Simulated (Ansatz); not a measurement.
Consider a test of the smearing width of Li, space group P2_13 (Ansatz 0.2.0 through its Python package).

`smear_li.py`
```python
# -*- coding: utf-8 -*-
'''How the energy of Li depends on the smearing.'''

import csv

import ansatz as az

config = {
    'kmesh': (5, 5, 5),
    'xc': 'pbesol',
}


def main():
    xtal = (
        az.Lattice.of((4.45444, 0.0, 0.0), (0.0, 4.45444, 0.0), (0.0, 0.0, 4.45444))
        .atom('Li', (0.874568, 0.125432, 0.625432))
        .atom('Li', (0.374568, 0.374568, 0.374568))
        .atom('Li', (0.125432, 0.625432, 0.874568))
        .atom('Li', (0.625432, 0.874568, 0.125432))
    )

    base = (
        xtal.calculation()
        .kpoints(*config['kmesh'])
        .pseudopotentials('paw')
        .functional(config['xc'])
        .forces()
        .stress()
    )

    rows = []
    for value in [0.5, 0.3, 0.2, 0.1]:
        data = base.occupations('cold', width=value).run().report
        rows.append((value, data['free_energy_ev'] / len(data['lattice']['sites']), data['n_iterations'], sum(data['stress_gpa'][i][i] for i in range(3)) / 3, max(abs(f) for row in data['forces_ev_ang'] for f in row), data['n_kpoints']))

    with open('smear.csv', 'w', newline='') as handle:
        writer = csv.writer(handle)
        writer.writerow(['width (eV)', 'F/atom (eV)', 'iterations', 'P (GPa)', 'max component (eV/A)', 'k-points'])
        writer.writerows([round(v, 5) if isinstance(v, float) else v for v in row] for row in rows)

    # differences from the last row
    for row in rows[:-1]:
        shift = 1000 * (row[1] - rows[-1][1])
        print(f'{row[0]}: {shift:+.2f} meV/atom' + ('  (within 5 meV)' if abs(shift) < 5 else ''))


if __name__ == '__main__':
    main()
```

How much does the free energy per atom change between the narrowest and the widest smearing, and why?

Going from 0.1 to 0.5 eV changes F by -8.7 meV an atom. This scheme is built to cancel the term in the square of the width, but that needs a smooth density of states and a fine mesh, and here a sizeable shift remains. The pressure moves from 0.31 to 0.10 GPa.

What the script printed:

```console
$ python smear_li.py
DeckWarning: basis.ecutwfc = 420 eV, auto-derived from the records' recommended cutoffs: set by Li (normal level)
0.5: -8.73 meV/atom
0.3: -3.64 meV/atom  (within 5 meV)
0.2: -1.01 meV/atom  (within 5 meV)
```
(Warnings from the package without file and line.)

File `smear.csv` afterwards:
```csv
width (eV),F/atom (eV),iterations,P (GPa),max component (eV/A),k-points
0.5,-202.7392,5,0.0966,0.00278,11
0.3,-202.73411,5,0.21986,0.00284,11
0.2,-202.73148,5,0.25446,0.00287,11
0.1,-202.73047,5,0.30819,0.0029,11
```

Notes:
- For a metal this k-point mesh is coarse: on a finer one energies can move by several to tens of meV an atom and pressures by half a GPa or more, differences at one mesh by less.
- Within a few hundredths of an angstrom the cell has the higher group P4_132; the lower one is a small distortion.
- The narrowest width needs the finest mesh, so the last row is no converged reference.
- Pressure is positive in compression.
- This isn't the structure that Li takes at ambient conditions.
- Run time: 3.4 s on 1 thread of Arm Neoverse V2 (shared host), peak memory 0.34 GiB.

(A comment or docstring line of the script was reworded after the run, the code is as it ran; lines on the test bed's own set-up are left out of the output.)
